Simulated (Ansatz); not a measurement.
# AsH3 (arsine): r2SCAN0/cc-pVTZ

Aim: the electronic atomisation energy of AsH3 (arsine) at r2SCAN0/cc-pVTZ, from 3 runs. 

The calculation is run with Ansatz 0.2.0.

35 further runs of the same task are left out: 1 that didn't finish, 34 set aside as unsound or not needed.

### 1 The molecule

The species is AsH3 (4 atoms), meant as a singlet with charge 0. SMILES: `[AsH3]`. The coordinates come from a PBE0-D4/def2-TZVP relaxation.

Bond lengths: As1–H2 1.522 Å, As1–H3 1.522 Å, As1–H4 1.522 Å. Angles: H2–As1–H3 92.0°, H2–As1–H4 92.0°, H3–As1–H4 92.0°.

### 2 The energy at r2SCAN0/cc-pVTZ

Input file run.yaml:

```yaml
basis:
  gaussian:
    orbitals: cc-pVTZ
crystal:
  periodic: [false, false, false]
  atoms:
    - {symbol: As, position_ang: [-0.215800, 0.487600, -0.346000]}
    - {symbol: H, position_ang: [0.349900, 0.630300, 1.059400]}
    - {symbol: H, position_ang: [-1.068000, -0.705500, 0.061100]}
    - {symbol: H, position_ang: [0.933900, -0.412500, -0.774500]}
output:
  orbitals: {seedname: orbitals}
hamiltonian:
  xc: {name: r2SCAN0}
accuracy: high
```

The run is started by

```sh
$ ansatz run run.yaml --threads 1 --pin off --max-ram 3480MiB --events-out events.jsonl --progress --plain --runs-dir runs
```

Standard output:

```text
Warning: RAYON_NUM_THREADS=1 ignored (pool sized by the plan → 1); use --threads N
Functional definition: r2SCAN0
  name "r2SCAN0"
  parameter a = 0.25
  parameter k0 = 0.174
  parameter k1 = 0.065
  parameter a1 = 4.9479
  exchange = (1 - a)*r2scan_x(k0 = k0, k1 = k1, a1 = a1) + a*exact_x
  correlation = r2scan_c
1362 factors; integrals over basis functions are off by at most 4.0e-9 eV
mean field evaluation 1: about -60890.1336 eV, gradient 8.0e0 eV
mean field evaluation 2: about -60890.2728 eV, gradient 2.9e0 eV
mean field evaluation 4: about -60890.2979 eV, gradient 8.2e-1 eV
mean field evaluation 8: about -60890.3133 eV, gradient 8.0e-3 eV
mean field evaluation 16: about -60890.3133 eV, gradient 9.9e-8 eV
mean field -60890.31325104 eV, -2237.6777390390 hartree, gradient 1.1e-8 eV, S^2 0.000000; 0 other end points of the search recorded, 0 dependent functions left out
reference -60890.31325154 eV, -2237.6777390575 hartree; 18, 18 occupied and 67, 67 virtual orbitals, 1362 factors
Total energy: -60890.31325154 eV, -2237.6777390575 hartree
```

Run time: 7.2 s. Hardware: 1 thread of Intel Xeon Platinum 8175M at 2.50GHz (Skylake/Cascade Lake), shared host; peak memory 0.23 GiB.

### 3 The As atom, same level

Input file run.yaml:

```yaml
crystal:
  periodic: [false, false, false]
  atoms:
    - {symbol: As, position_ang: [0.000000, 0.000000, 0.000000]}
basis:
  gaussian:
    orbitals: cc-pVTZ
total_charge: 0
magnetization:
  spin_polarized: true
  initial_magnetization: 3
hamiltonian:
  xc: {name: r2SCAN0}
accuracy: high
```

Run the same way, it converges to -2235.83330 Eh (log not shown).

### 4 The H atom, same level

Input file job.yaml:

```yaml
crystal:
  periodic: [false, false, false]
  atoms:
    - {symbol: H, position_ang: [0.000000, 0.000000, 0.000000]}
basis:
  gaussian:
    orbitals: cc-pVTZ
magnetization:
  spin_polarized: true
  initial_magnetization: 1
hamiltonian:
  xc: {name: r2SCAN0}
accuracy: high
```

The run is started by

```sh
$ ansatz run job.yaml --threads 1 --pin off --max-ram 3480MiB --events-out events.jsonl --progress --plain --runs-dir runs
```

Standard output, shortened:

```text
Warning: RAYON_NUM_THREADS=1 ignored (pool sized by the plan → 1); use --threads N
[... 8 set-up lines as earlier in the session ...]
92 factors; integrals over basis functions are off by at most 8.9e-10 eV
mean field evaluation 1: about -13.5989 eV, gradient 5.1e-1 eV
mean field evaluation 2: about -13.6031 eV, gradient 6.3e-2 eV
mean field evaluation 4: about -13.6022 eV, gradient 8.0e-4 eV
mean field evaluation 8: about -13.6022 eV, gradient 4.0e-9 eV
mean field -13.60217618 eV, -0.4998707546 hartree, gradient 9.5e-8 eV, S^2 0.750000; 0 other end points of the search recorded, 0 dependent functions left out
reference -13.60217708 eV, -0.4998707880 hartree; 1, 0 occupied and 13, 14 virtual orbitals, 92 factors
Total energy: -13.60217708 eV, -0.4998707880 hartree
```

Wall time 0.48 s (1 thread of Intel Xeon Platinum 8175M at 2.50GHz (Skylake/Cascade Lake), shared host).

### 5 Summary of results

At r2SCAN0/cc-pVTZ:

```
                     quantity           value
       molecule: total energy  -2237.67774 Eh
        molecule: HOMO energy        -8.02 eV
        molecule: LUMO energy         0.76 eV
      molecule: HOMO–LUMO gap         8.79 eV
        As atom: total energy  -2235.83330 Eh
                As atom: ⟨S²⟩           3.751
         H atom: total energy     -0.49987 Eh
                 H atom: ⟨S²⟩           0.750
electronic atomisation energy        9.383 eV
```

What this shows: Taking the molecule apart into free atoms costs 9.38 eV (216 kcal/mol), before zero-point energy and without spin-orbit coupling.
